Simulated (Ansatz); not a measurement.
# C2H4NOSi radical: up Jacob's ladder to CCSD(T)

One table from this session's results is given with a row withheld; the runs are named, their logs left out.

The runs use Ansatz 0.2.0, Gaussian basis; functionals in def2-TZVPP, the program's frozen cores in correlated methods.

The runs, in order: LDA (SPW92), PBE-D4, revPBE-D4, BLYP-D4, r2SCAN-D4, B97M-V, PBE0-D4, B3LYP-D4, r2SCANh-D4, r2SCAN0-D4, HSE06-D4, BHLYP-D4, CAM-B3LYP-D4, LC-ωPBE, ωB97X-V, ωB97M-V, B2PLYP, PBE-QIDH; CCSD(T)/def2-SVP; CCSD(T)/def2-TZVPP; MP2/def2-QZVPP; extrapolation to the limit; RPA on PBE.

**The relaxed structure**

An earlier PBE0-D4 in a triple-zeta def2 set relaxation fixed the geometry.

SMILES `C[SiH]N=C=O`, 9 atoms, charge 0, spin multiplicity 2.

Atoms are counted from 1 here; the program's logs count them from 0.

Bond lengths: C1–Si2 1.865 Å, C1–H6 1.094 Å, C1–H7 1.091 Å, C1–H8 1.092 Å, Si2–N3 1.715 Å, Si2–H9 1.490 Å, N3–C4 1.195 Å, C4–O5 1.166 Å. Angles: Si2–C1–H6 110.2°, Si2–C1–H7 111.1°, Si2–C1–H8 110.1°, H6–C1–H7 108.5°, H6–C1–H8 108.5°, H7–C1–H8 108.4°, C1–Si2–N3 109.4°, C1–Si2–H9 111.9°, N3–Si2–H9 107.3°, Si2–N3–C4 161.1°, N3–C4–O5 178.3°.

Set-up of the first run:

File in.yaml:

```yaml
crystal:
  periodic: [false, false, false]
  atoms:
    - {symbol: C, position_ang: [-0.230814, 0.936523, 1.233294]}
    - {symbol: Si, position_ang: [-0.019084, 0.717329, -0.606895]}
    - {symbol: N, position_ang: [0.146995, -0.951164, -0.966617]}
    - {symbol: C, position_ang: [-0.027742, -2.022266, -1.465676]}
    - {symbol: O, position_ang: [-0.174108, -3.081089, -1.930942]}
    - {symbol: H, position_ang: [0.625044, 0.510558, 1.765367]}
    - {symbol: H, position_ang: [-1.138060, 0.442566, 1.585629]}
    - {symbol: H, position_ang: [-0.298185, 1.998630, 1.479354]}
    - {symbol: H, position_ang: [1.204455, 1.402713, -1.110514]}
basis:
  gaussian: {orbitals: def2-TZVPP}
magnetization: {spin_polarized: true, initial_magnetization: 1}
hamiltonian: {xc: lda}
output: {orbitals: {seedname: orbitals}}
```

Steps of the session up to this table: LDA; PBE-D4 (GGA); revPBE-D4 (GGA); BLYP-D4 (GGA); r2SCAN-D4 (meta-GGA); B97M-V (meta-GGA); PBE0-D4 (hybrid); B3LYP-D4 (hybrid); r2SCANh-D4 (hybrid); r2SCAN0-D4 (hybrid); HSE06-D4 (hybrid); BHLYP-D4 (hybrid); CAM-B3LYP-D4 (range-separated); LC-ωPBE-D4 (range-separated; the results give it without D4); ωB97X-V (range-separated); ωB97M-V (range-separated); B2PLYP (double hybrid); PBE-QIDH (double hybrid).

One table of the session follows, with a row left open; its other results are not shown here.

It belongs to the step «Orbital energies across the functionals». 

| functional | HOMO (eV) | LUMO (eV) | gap (eV) |
| --- | --- | --- | --- |
| LDA (SPW92) | -4.87 | -3.71 | 1.15 |
| PBE-D4 | -4.88 | -3.27 | 1.62 |
| revPBE-D4 | -4.86 | -3.12 | 1.75 |
| BLYP-D4 | -4.68 | -3.31 | 1.37 |
| r2SCAN-D4 | -5.21 | -2.80 | 2.40 |
| B97M-V | -4.90 | -3.41 | 1.49 |
| PBE0-D4 | -6.01 | -2.37 | 3.64 |
| B3LYP-D4 | -5.74 | -2.78 | 2.96 |
| r2SCANh-D4 | ? | ? | ? |
| r2SCAN0-D4 | -6.25 | -2.09 | 4.16 |
| HSE06-D4 | -5.61 | -2.75 | 2.87 |
| BHLYP-D4 | -6.97 | -1.60 | 5.37 |
| CAM-B3LYP-D4 | -7.21 | -1.51 | 5.70 |
| LC-ωPBE | -8.61 | -0.08 | 8.54 |
| ωB97X-V | -8.10 | -0.63 | 7.47 |
| ωB97M-V | -7.73 | -0.77 | 6.96 |

Estimate the missing values for r2SCANh-D4.

Worked estimate for «HOMO (eV)». Against the share of exact exchange, r2SCAN-D4 (0, -5.21), r2SCAN0-D4 (0.25, -6.25) give a slope of -4.16 per unit share; at 0.1 the line stands at -5.63.

The run gave: HOMO (eV): -5.62; LUMO (eV): -2.51; gap (eV): 3.11. In «HOMO (eV)» the line misses by -0.01.
